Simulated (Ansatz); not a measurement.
# C₃H₉MoNOS₂: vertical ionisation energy

An exercise on one series of results from a longer session: the logs are not shown, and one member is left open.

The runs use Ansatz 0.2.0, Gaussian basis; unrestricted cation, the program's frozen cores in correlated methods.

Levels to be run: UKS PBE-D4/def2-TZVPP; UKS r2SCAN-D4/def2-TZVPP; UKS PBE0-D4/def2-TZVPP; UKS B3LYP-D4/def2-TZVPP; UKS wB97X-V/def2-TZVPP; UKS wB97M-V/def2-TZVPP; UKS B2PLYP/def2-TZVPP; UHF-CCSD(T)/def2-TZVPP; UHF-MP2/def2-QZVPP; extrapolation to the limit; then −ε(HOMO) from the neutral's earlier runs with LDA (SPW92), PBE-D4, revPBE-D4, BLYP-D4, r2SCAN-D4, B97M-V, PBE0-D4, B3LYP-D4, r2SCANh-D4, r2SCAN0-D4, HSE06-D4, BHLYP-D4, CAM-B3LYP-D4, LC-ωPBE, ωB97X-V, ωB97M-V.

## The relaxed structure

An earlier PBE0-D4 in a triple-zeta def2 set relaxation fixed the geometry. Mo takes the def2 core potential; no spin-orbit term is included.

SMILES `C[O][Mo](=[S])(=[S])[N](C)C`, 17 atoms, charge 0, spin multiplicity 1.

Atoms are counted from 1 here; the program's logs count them from 0.

Bond lengths: C1–O2 1.405 Å, C1–H9 1.095 Å, C1–H10 1.093 Å, C1–H11 1.095 Å, O2–Mo3 1.857 Å, Mo3–S4 2.112 Å, Mo3–S5 2.112 Å, Mo3–N6 1.913 Å, N6–C7 1.453 Å, N6–C8 1.453 Å, C7–H12 1.088 Å, C7–H13 1.096 Å, C7–H14 1.097 Å, C8–H15 1.088 Å, C8–H16 1.096 Å, C8–H17 1.097 Å. Angles: O2–C1–H9 110.5°, O2–C1–H10 108.4°, O2–C1–H11 110.4°, H9–C1–H10 109.3°, H9–C1–H11 109.0°, H10–C1–H11 109.3°, C1–O2–Mo3 134.2°, O2–Mo3–S4 109.1°, O2–Mo3–S5 108.9°, O2–Mo3–N6 107.4°, S4–Mo3–S5 110.1°, S4–Mo3–N6 110.7°, S5–Mo3–N6 110.7°, Mo3–N6–C7 124.2°, Mo3–N6–C8 123.9°, C7–N6–C8 111.8°, N6–C7–H12 111.0°, N6–C7–H13 109.8° and more.

Set-up of the first run:

Input file in.yaml:

```yaml
crystal:
  periodic: [false, false, false]
  atoms:
    - {symbol: C, position_ang: [-0.860035, -1.884671, -2.498091]}
    - {symbol: O, position_ang: [-0.359733, -1.198129, -1.378671]}
    - {symbol: Mo, position_ang: [-0.828092, 0.374000, -0.508277]}
    - {symbol: S, position_ang: [-2.806578, 0.201140, 0.210260]}
    - {symbol: S, position_ang: [-0.688617, 1.979314, -1.873869]}
    - {symbol: N, position_ang: [0.398046, 0.611752, 0.940892]}
    - {symbol: C, position_ang: [0.167206, 0.133186, 2.293621]}
    - {symbol: C, position_ang: [1.646747, 1.347917, 0.834770]}
    - {symbol: H, position_ang: [-1.901612, -2.178747, -2.332461]}
    - {symbol: H, position_ang: [-0.253091, -2.779933, -2.653918]}
    - {symbol: H, position_ang: [-0.806660, -1.252005, -3.390161]}
    - {symbol: H, position_ang: [-0.770412, -0.414296, 2.357995]}
    - {symbol: H, position_ang: [0.984891, -0.530860, 2.598138]}
    - {symbol: H, position_ang: [0.131733, 0.977151, 2.993510]}
    - {symbol: H, position_ang: [1.805950, 1.700134, -0.181995]}
    - {symbol: H, position_ang: [2.485319, 0.701156, 1.118959]}
    - {symbol: H, position_ang: [1.635735, 2.212691, 1.509600]}
basis:
  gaussian: {orbitals: def2-TZVPP}
total_charge: 1
magnetization: {spin_polarized: true, initial_magnetization: 1}
hamiltonian: {xc: pbe, dispersion: d4}
```

Started as:

```sh
$ ansatz run in.yaml --threads 4 --pin off --events-out ev --progress --plain --max-ram 41984MiB --backend cuda --devices 0, --max-vram 37GiB
```

Among the steps run: Cation, UKS PBE-D4/def2-TZVPP; Cation, UKS r2SCAN-D4/def2-TZVPP; Cation, UKS PBE0-D4/def2-TZVPP; Cation, UKS B3LYP-D4/def2-TZVPP; Cation, UKS wB97X-V/def2-TZVPP; Cation, UKS wB97M-V/def2-TZVPP; Cation, UKS B2PLYP (frozen core)/def2-TZVPP; Cation, UHF-CCSD(T)/def2-TZVPP; Cation, UHF-MP2/def2-QZVPP.

One table of the session follows, with a row left open; its other results are not shown here.

It belongs to the step «Ionisation energies side by side». Orbital estimates, from the neutral's runs:

| functional | −ε(HOMO) (eV) |
| --- | --- |
| LDA (SPW92) | 5.86 |
| PBE-D4 | 5.72 |
| revPBE-D4 | 5.66 |
| BLYP-D4 | 5.54 |
| r2SCAN-D4 | 5.97 |
| B97M-V | 6.06 |
| PBE0-D4 | 6.82 |
| B3LYP-D4 | 6.58 |
| r2SCANh-D4 | 6.38 |
| r2SCAN0-D4 | ? |
| HSE06-D4 | 6.43 |
| BHLYP-D4 | 7.77 |
| CAM-B3LYP-D4 | 8.00 |
| LC-ωPBE | 9.27 |
| ωB97X-V | 8.96 |
| ωB97M-V | 8.82 |

Q: Estimate the row for r2SCAN0-D4 from the others.

Worked estimate for «−ε(HOMO) (eV)». Against the share of exact exchange, r2SCAN-D4 (0, 5.97), r2SCANh-D4 (0.1, 6.38) give a slope of 4.10 per unit share; at 0.25 the line stands at 6.99.

**Answer.** −ε(HOMO) (eV): 6.99. In «−ε(HOMO) (eV)» the line misses by 0.00.
